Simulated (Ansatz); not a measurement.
# GeP (quartet): PBE-QIDH, RPA-PBE over vertical spin and charge gaps, cc-pVTZ

Aim: run GeP (quartet) with these functionals over vertical spin and charge gaps, and hold them against the top wave-function level at the same points.

Method: cc-pVTZ, all electrons in the functionals, frozen cores in the correlation of double hybrids and RPA; program: Ansatz 0.2.0, Gaussian basis.

Plan: PBE-QIDH, RPA-PBE, at charge 0, quartet; charge 0, doublet; charge 0, sextet; charge 1, triplet; charge 1, quintet (not every functional at every point).

16 further runs of the same task are left out: 5 that didn't finish, 11 set aside as unsound or not needed. Runs told in other sessions of the task aren't counted.

## (1) What is computed

The geometry is a PBE0/def2-TZVP stationary point (not a proven minimum). No spin-orbit coupling is included. The filled d shell of Ge may be among the frozen orbitals whatever the setting's name suggests.

2 atoms, charge 0, spin multiplicity 4.

Atoms are counted from 1 here; the program's logs count them from 0.

Bond lengths: Ge1–P2 2.428 Å.

Coordinates:

```xyz
2

Ge    0.0000    0.0000    0.0000
P     0.0000    0.0000    2.4277
```

No dispersion term is added.

The geometry shown and the zero of energy belong to the point charge 0, quartet. The yardstick, UCCSDT(Q), and other wave-function levels (R restricted, U unrestricted, valence and pair active spaces) come from earlier runs.

## (2) PBE-QIDH, charge 0, quartet

File in.yaml:

```yaml
crystal:
  periodic: [false, false, false]
  atoms:
    - {symbol: Ge, position_ang: [0.000000, 0.000000, 0.000000]}
    - {symbol: P, position_ang: [0.000000, 0.000000, 2.427700]}
basis:
  gaussian: {orbitals: cc-pVTZ}
magnetization: {spin_polarized: true, initial_magnetization: 3}
hamiltonian: {xc: {name: PBE-QIDH}}
correlation: {electrons: outside_noble_gas}
```

Command:

```console
$ ansatz run in.yaml --threads 1 --pin off --events-out ev --progress --plain --max-ram 2393MiB
```

Log:

```text
Functional definition: PBE-QIDH
  name "PBE-QIDH"
  cite "Brémond, Sancho-García, Pérez-Jiménez & Adamo, J. Chem. Phys. 141, 031101 (2014) doi:10.1063/1.4890314"
  cite "Perdew, Burke & Ernzerhof, Phys. Rev. Lett. 77, 3865 (1996) doi:10.1103/PhysRevLett.77.3865"
  parameter a = 3^(-1/3)
  parameter c = 1/3
  exchange = (1 - a)*pbe_x + a*exact_x
  correlation = (1 - c)*pbe_c + c*(mp2_os + mp2_ss)
484 factors; integrals over basis functions are off by at most 8.0e-4 eV
mean field evaluation 1: about -65779.4049 eV, gradient 5.3e0 eV
mean field evaluation 2: about -65779.4532 eV, gradient 5.3e0 eV
mean field evaluation 4: about -65779.7965 eV, gradient 1.1e0 eV
mean field evaluation 8: about -65779.8120 eV, gradient 4.8e-2 eV
mean field evaluation 16: about -65779.8121 eV, gradient 3.6e-4 eV
mean field evaluation 32: about -65779.6565 eV, gradient 9.1e-1 eV
mean field -65779.81211814 eV, -2417.3635081834 hartree, gradient 2.9e-6 eV, S^2 3.773297; 6 other end points of the search recorded, 0 dependent functions left out
19 core orbitals not correlated: weight in the atoms' cores, before any rotation towards them, 1.000 or more for the frozen orbitals, at most 0.000 for the correlated occupied ones
reference -65779.81212737 eV, -2417.3635085228 hartree; 6, 3 occupied and 52, 55 virtual orbitals, 484 factors
second order -5.11535782 eV of doubles, -0.00000000 eV of singles
Total energy: -65781.51724664 eV, -2417.4261705003 hartree
```

Run time: 7.5 s. Hardware: 1 thread of AMD EPYC 7R43, shared host.

From the report: ⟨S²⟩ of the determinant 3.773 (pure quartet: 3.75).

## (3) PBE-QIDH, charge 0, sextet

Changes to in.yaml since step 2:

```diff
@@ -7,3 +7,3 @@
   gaussian: {orbitals: cc-pVTZ}
-magnetization: {spin_polarized: true, initial_magnetization: 3}
+magnetization: {spin_polarized: true, initial_magnetization: 5}
 hamiltonian: {xc: {name: PBE-QIDH}}
```

The command is unchanged.

Log (excerpt; [...] marks lines left out):

```text
Functional definition: PBE-QIDH
  name "PBE-QIDH"
  cite "Brémond, Sancho-García, Pérez-Jiménez & Adamo, J. Chem. Phys. 141, 031101 (2014) doi:10.1063/1.4890314"
  cite "Perdew, Burke & Ernzerhof, Phys. Rev. Lett. 77, 3865 (1996) doi:10.1103/PhysRevLett.77.3865"
[...]
486 factors; integrals over basis functions are off by at most 8.0e-4 eV
[...]
mean field -65778.52432619 eV, -2417.3161827023 hartree, gradient 6.2e-6 eV, S^2 8.760562; 0 other end points of the search recorded, 0 dependent functions left out
19 core orbitals not correlated: weight in the atoms' cores, before any rotation towards them, 1.000 or more for the frozen orbitals, at most 0.000 for the correlated occupied ones
reference -65778.52433540 eV, -2417.3161830410 hartree; 7, 2 occupied and 51, 56 virtual orbitals, 486 factors
second order -4.71355772 eV of doubles, -0.00000000 eV of singles
Total energy: -65780.09552131 eV, -2417.3739230580 hartree
```

Run time: 3.1 s. Hardware: 1 thread of AMD EPYC 7R43, shared host.

From the report: ⟨S²⟩ of the determinant 8.761 (pure sextet: 8.75).

From charge 0, quartet: +32.8 kcal/mol.

## (4) RPA-PBE, charge 0, quartet

File in.yaml:

```yaml
crystal:
  periodic: [false, false, false]
  atoms:
    - {symbol: Ge, position_ang: [0.000000, 0.000000, 0.000000]}
    - {symbol: P, position_ang: [0.000000, 0.000000, 2.427700]}
basis:
  gaussian: {orbitals: cc-pVTZ}
magnetization: {spin_polarized: true, initial_magnetization: 3}
hamiltonian: {xc: {name: PBE}}
correlation: {method: rpa, electrons: outside_noble_gas}
```

Launched as before.

Log (excerpt; [...] marks lines left out):

```text
Functional definition: PBE
  name "PBE"
  cite "Perdew, Burke & Ernzerhof, Phys. Rev. Lett. 77, 3865 (1996) doi:10.1103/PhysRevLett.77.3865"
  parent pbe
[...]
484 factors; integrals over basis functions are off by at most 8.0e-4 eV
[...]
mean field -65792.22717488 eV, -2417.8197531036 hartree, gradient 5.4e-7 eV, S^2 3.757898; 15 other end points of the search recorded, 0 dependent functions left out
19 core orbitals not correlated: weight in the atoms' cores, before any rotation towards them, 0.999 or more for the frozen orbitals, at most 0.000 for the correlated occupied ones
reference -65744.43614164 eV, -2416.0634650259 hartree; 6, 3 occupied and 52, 55 virtual orbitals, 484 factors
Total energy: -65753.76532663 eV, -2416.4063062509 hartree
```

Wall time 16 s (1 thread of AMD EPYC 7R43, shared host).

From the report: ⟨S²⟩ of the determinant 3.758 (pure quartet: 3.75).

## (5) RPA-PBE, charge 0, doublet

Changes to in.yaml since step 4:

```diff
@@ -7,3 +7,3 @@
   gaussian: {orbitals: cc-pVTZ}
-magnetization: {spin_polarized: true, initial_magnetization: 3}
+magnetization: {spin_polarized: true, initial_magnetization: 1}
 hamiltonian: {xc: {name: PBE}}
```

Launched as before.

Log (excerpt; [...] marks lines left out):

```text
Functional definition: PBE
  name "PBE"
  cite "Perdew, Burke & Ernzerhof, Phys. Rev. Lett. 77, 3865 (1996) doi:10.1103/PhysRevLett.77.3865"
  parent pbe
[...]
484 factors; integrals over basis functions are off by at most 8.0e-4 eV
[...]
mean field -65793.52309404 eV, -2417.8673772543 hartree, gradient 2.0e-6 eV, S^2 0.766388; 15 other end points of the search recorded, 0 dependent functions left out
19 core orbitals not correlated: weight in the atoms' cores, before any rotation towards them, 0.999 or more for the frozen orbitals, at most 0.000 for the correlated occupied ones
reference -65744.21704302 eV, -2416.0554133002 hartree; 5, 4 occupied and 53, 54 virtual orbitals, 484 factors
Total energy: -65755.00740223 eV, -2416.4519516871 hartree
```

It took 17 s on 1 thread of AMD EPYC 7R43, shared host.

From the report: ⟨S²⟩ of the determinant 0.766 (pure doublet: 0.75).

From charge 0, quartet: -28.6 kcal/mol.

## (6) RPA-PBE, charge 0, sextet

Changes to in.yaml since step 5:

```diff
@@ -7,3 +7,3 @@
   gaussian: {orbitals: cc-pVTZ}
-magnetization: {spin_polarized: true, initial_magnetization: 1}
+magnetization: {spin_polarized: true, initial_magnetization: 5}
 hamiltonian: {xc: {name: PBE}}
```

Launched as before.

Log (excerpt; [...] marks lines left out):

```text
Functional definition: PBE
  name "PBE"
  cite "Perdew, Burke & Ernzerhof, Phys. Rev. Lett. 77, 3865 (1996) doi:10.1103/PhysRevLett.77.3865"
  parent pbe
[...]
486 factors; integrals over basis functions are off by at most 8.0e-4 eV
[...]
mean field -65790.53710399 eV, -2417.7576441439 hartree, gradient 2.0e-6 eV, S^2 8.752130; 0 other end points of the search recorded, 0 dependent functions left out
19 core orbitals not correlated: weight in the atoms' cores, before any rotation towards them, 0.999 or more for the frozen orbitals, at most 0.001 for the correlated occupied ones
reference -65743.68246149 eV, -2416.0357677911 hartree; 7, 2 occupied and 51, 56 virtual orbitals, 486 factors
Total energy: -65752.10803414 eV, -2416.3454018752 hartree
```

Wall time 2 s (1 thread of AMD EPYC 7R43, shared host).

From the report: ⟨S²⟩ of the determinant 8.752 (pure sextet: 8.75).

From charge 0, quartet: +38.2 kcal/mol.

## (7) RPA-PBE, charge 1, triplet

Changes to in.yaml since step 6:

```diff
@@ -7,3 +7,4 @@
   gaussian: {orbitals: cc-pVTZ}
-magnetization: {spin_polarized: true, initial_magnetization: 5}
+total_charge: 1
+magnetization: {spin_polarized: true, initial_magnetization: 2}
 hamiltonian: {xc: {name: PBE}}
```

Same command.

Log (excerpt; [...] marks lines left out):

```text
Functional definition: PBE
  name "PBE"
  cite "Perdew, Burke & Ernzerhof, Phys. Rev. Lett. 77, 3865 (1996) doi:10.1103/PhysRevLett.77.3865"
  parent pbe
[...]
484 factors; integrals over basis functions are off by at most 8.0e-4 eV
[...]
mean field -65785.35726838 eV, -2417.5672886963 hartree, gradient 6.3e-6 eV, S^2 2.005357; 7 other end points of the search recorded, 0 dependent functions left out
19 core orbitals not correlated: weight in the atoms' cores, before any rotation towards them, 0.999 or more for the frozen orbitals, at most 0.000 for the correlated occupied ones
reference -65737.55436772 eV, -2415.8105644991 hartree; 5, 3 occupied and 53, 55 virtual orbitals, 484 factors
Total energy: -65746.64625884 eV, -2416.1446853351 hartree
```

Run time: 9.5 s. Hardware: 1 thread of AMD EPYC 7R43, shared host.

From the report: ⟨S²⟩ of the determinant 2.005 (pure triplet: 2.00).

From charge 0, quartet: +164.2 kcal/mol.

## (8) RPA-PBE, charge 1, quintet

Changes to in.yaml since step 7:

```diff
@@ -8,3 +8,3 @@
 total_charge: 1
-magnetization: {spin_polarized: true, initial_magnetization: 2}
+magnetization: {spin_polarized: true, initial_magnetization: 4}
 hamiltonian: {xc: {name: PBE}}
```

Launched as before.

Log (excerpt; [...] marks lines left out):

```text
Functional definition: PBE
  name "PBE"
  cite "Perdew, Burke & Ernzerhof, Phys. Rev. Lett. 77, 3865 (1996) doi:10.1103/PhysRevLett.77.3865"
  parent pbe
[...]
484 factors; integrals over basis functions are off by at most 8.0e-4 eV
[...]
mean field -65783.53861971 eV, -2417.5004545904 hartree, gradient 7.4e-6 eV, S^2 6.002247; 2 other end points of the search recorded, 0 dependent functions left out
19 core orbitals not correlated: weight in the atoms' cores, before any rotation towards them, 0.999 or more for the frozen orbitals, at most 0.000 for the correlated occupied ones
reference -65736.88013803 eV, -2415.7857870149 hartree; 6, 2 occupied and 52, 56 virtual orbitals, 484 factors
Total energy: -65744.95968500 eV, -2416.0827048896 hartree
```

Wall time 2.8 s (1 thread of AMD EPYC 7R43, shared host).

From the report: ⟨S²⟩ of the determinant 6.002 (pure quintet: 6.00).

From charge 0, quartet: +203.1 kcal/mol.

## (9) Against the wave-function levels

The yardstick is UCCSDT(Q), where the cluster series has nearly closed. It comes from earlier runs at the same points. Energies in kcal/mol, counted from charge 0, quartet; blanks weren't run or aren't comparable.

| level | quartet to doublet | quartet to sextet | ionisation to the triplet cation | ionisation to the quintet cation |
| --- | --- | --- | --- | --- |
| UCCSDT(Q) |  | 32.7 | 159.5 | 196.2 |
| PBE-QIDH |  | 32.8 |  |  |
| RPA-PBE | -28.6 | 38.2 | 164.2 | 203.1 |

Largest miss and mean time a point (UCCSDT(Q) took 96 s a point; shared hosts):

```
   level  largest miss (kcal/mol)                             where  time a point
PBE-QIDH                     +0.1                 quartet to sextet         5.3 s
 RPA-PBE                     +6.9  ionisation to the quintet cation         9.3 s
```

## (10) Outcome

| quantity | value |
| --- | --- |
| quartet to sextet, UCCSDT(Q) | 32.7 kcal/mol |
| ionisation to the triplet cation, UCCSDT(Q) | 159.5 kcal/mol |
| ionisation to the quintet cation, UCCSDT(Q) | 196.2 kcal/mol |
| largest miss, PBE-QIDH | +0.1 kcal/mol (quartet to sextet) |
| largest miss, RPA-PBE | +6.9 kcal/mol (ionisation to the quintet cation) |

In words: Misses are known at 3 of 4 points at best, and only functionals with that many are ranked. RPA-PBE strays by up to 6.9 kcal/mol, at ionisation to the quintet cation. Functionals and the yardstick converge differently with the basis, so part of each miss in cc-pVTZ is the basis.
